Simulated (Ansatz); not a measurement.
# AlCl2F: vertical ionisation energy

Aim: the vertical ionisation energy of AlCl2F, as cation minus neutral at the neutral's geometry, on several levels, and how well −ε(HOMO) stands in for it.

The runs use Ansatz 0.2.0, Gaussian basis; unrestricted cation, the program's frozen cores in correlated methods.

The runs, in order: UKS PBE-D4/def2-TZVPP; UKS r2SCAN-D4/def2-TZVPP; UKS PBE0-D4/def2-TZVPP; UKS B3LYP-D4/def2-TZVPP; UKS wB97X-V/def2-TZVPP; UKS wB97M-V/def2-TZVPP; UKS B2PLYP/def2-TZVPP; UHF-CCSD(T)/def2-TZVPP; UHF-MP2/def2-QZVPP; extrapolation to the limit; then −ε(HOMO) from the neutral's earlier runs with LDA (SPW92), PBE-D4, revPBE-D4, BLYP-D4, r2SCAN-D4, B97M-V, PBE0-D4, B3LYP-D4, r2SCANh-D4, r2SCAN0-D4, HSE06-D4, BHLYP-D4, CAM-B3LYP-D4, LC-ωPBE, ωB97X-V, ωB97M-V.

### 1 The relaxed structure

The geometry comes from an earlier relaxation with PBE0-D4 in a triple-zeta def2 set; it is a stationary point.

SMILES `[F][Al]([Cl])[Cl]`, 4 atoms, charge 0, spin multiplicity 1.

Atoms are counted from 1 here; the program's logs count them from 0.

Bond lengths: F1–Al2 1.633 Å, Al2–Cl3 2.065 Å, Al2–Cl4 2.065 Å. Angles: F1–Al2–Cl3 119.3°, F1–Al2–Cl4 119.3°, Cl3–Al2–Cl4 121.4°.

### 2 Cation, UKS PBE-D4/def2-TZVPP

in.yaml reads:

```yaml
crystal:
  periodic: [false, false, false]
  atoms:
    - {symbol: F, position_ang: [0.100080, 0.371527, 1.678564]}
    - {symbol: Al, position_ang: [0.018711, 0.006616, 0.089238]}
    - {symbol: Cl, position_ang: [1.237101, -1.477289, -0.670192]}
    - {symbol: Cl, position_ang: [-1.300392, 1.038945, -1.118010]}
basis:
  gaussian: {orbitals: def2-TZVPP}
total_charge: 1
magnetization: {spin_polarized: true, initial_magnetization: 1}
hamiltonian: {xc: pbe, dispersion: d4}
```

Command:

```console
ansatz run in.yaml --threads 4 --pin off --events-out ev --progress --plain --max-ram 10444MiB
```

The runs that follow: Cation, UKS r2SCAN-D4/def2-TZVPP; Cation, UKS PBE0-D4/def2-TZVPP; Cation, UKS B3LYP-D4/def2-TZVPP; Cation, UKS wB97X-V/def2-TZVPP; Cation, UKS wB97M-V/def2-TZVPP; Cation, UKS B2PLYP (frozen core)/def2-TZVPP; Cation, UHF-CCSD(T)/def2-TZVPP; Cation, UHF-MP2/def2-QZVPP.

Q: Predict the results of all the runs planned. Wanted: ionisation energy, CCSD(T)/CBS; nearest functional by difference; nearest −ε(HOMO); −ε(HOMO) of PBE; T1 of the cation.

**Answer**, as computed:

| quantity | value |
| --- | --- |
| ionisation energy, CCSD(T)/CBS | 12.57 eV |
| nearest functional by difference | ωB97X-V (-0.25 eV) |
| nearest −ε(HOMO) | LC-ωPBE (-0.10 eV) |
| −ε(HOMO) of PBE | 8.18 eV |
| T1 of the cation | 0.050 |

What this shows: By cation minus neutral, the functionals miss by 1.17 eV at most. −ε(HOMO) of PBE misses by 4.4 eV, since self-interaction lifts the level. Among orbital estimates LC-ωPBE comes nearest. Hartree-Fock falls 1.02 eV short, as the neutral has more correlation energy than the cation. The cation's T1 (from the report) is 0.050, above the customary mark of 0.045 for open shells, so the coupled-cluster value is less safe.
